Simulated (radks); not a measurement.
# Lu²⁺ with its nuclear charge varied continuously

The task here is to estimate one member of a computed series from the others.

The numbers are computed with radks (a radial shooting solver on a logarithmic mesh, Libxc functionals) version 1 (Dirac Kohn-Sham, PBE, spin-unpolarised, spherical densities, point nucleus), except any that are marked as measured or tabulated.

## The system

* element: lutetium (Z = 71)
* charge: +2
* electrons: 69
* configuration: [Xe] 4f14 6s1

The outer shells:

Lu²⁺
```
[Xe] core
4f [↑↓][↑↓][↑↓][↑↓][↑↓][↑↓][↑↓]
6s [↑ ]
```

Set-up of the first run:

The run's settings:

```text
Z 71
configuration [Xe] 4f14 6s1
relativity Dirac
functional pbe,pbe
spin unpolarised
j_filling energy
nucleus point
c 137.035999084
```

Steps of the session up to this table: Z = 71.

One of the session's tables, all rows but one given; the rest of the session is left out.

From the orbitals of this run (lengths in bohr):

```
level     <r>  outermost maximum (interpolated)  90 % within  nodes
4d3/2  0.5410                             0.476        0.814      1
4d5/2       ?                                 ?            ?      ?
5s1/2   1.168                              1.04         1.69      4
5p1/2   1.305                              1.13         1.91      3
5p3/2   1.412                              1.22         2.07      3
4f5/2  0.7116                             0.466         1.22      0
4f7/2  0.7264                             0.471         1.25      0
6s1/2   3.061                              2.74         4.40      5
```

Estimate the missing values for 4d5/2.

**Answer.** <r>: 0.5526; outermost maximum (interpolated): 0.485; 90 % within: 0.831; nodes: 1. In the column «<r>» it lies between 4d3/2 (0.5410) and 4f5/2 (0.7116).
